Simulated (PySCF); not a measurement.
# C4H4Se: the cost of one run

Computed with PySCF 2.14.0 and routines of our own; the level stands in each step. Atoms count from 0.

### 1 The starting structure

9 atoms, charge 0, multiplicity 1; geometry from: LC-wPBE/def2-SVP.

### 2 Excited-state relaxation: TDA LC-wPBE/def2-SVP

The job: settings as JSON, then the geometry in Å.

```
{"job": {"kind": "xopt", "state": "S1", "method": "TDA", "freq": false, "xc": "LC-wPBE", "basis": "def2-SVP", "grid": 1}, "charge": 0, "multiplicity": 1}
C      0.717033    -0.145027    -0.672838
C     -0.705800     0.018111    -0.696071
C     -1.268571     0.195761     0.527688
Se    -0.009577     0.174230     1.868272
C      1.265036    -0.093783     0.569156
H      1.312543    -0.297105    -1.574996
H     -1.290871     0.001507    -1.617549
H     -2.326922     0.338424     0.745190
H      2.320442    -0.193022     0.821880
```

Method: TDA LC-wPBE/def2-SVP excited-state geometry optimisation, gas phase.

Launch:

```
$ OMP_NUM_THREADS=1 python excited_run.py task.json out
```

One launch serves the whole session: the jobs run in the order shown.

Q: Estimate the wall time and peak memory of this first job on 1 thread of Arm Neoverse V1, shared host.

About 3.5 min, with a peak of 0.62 GiB.
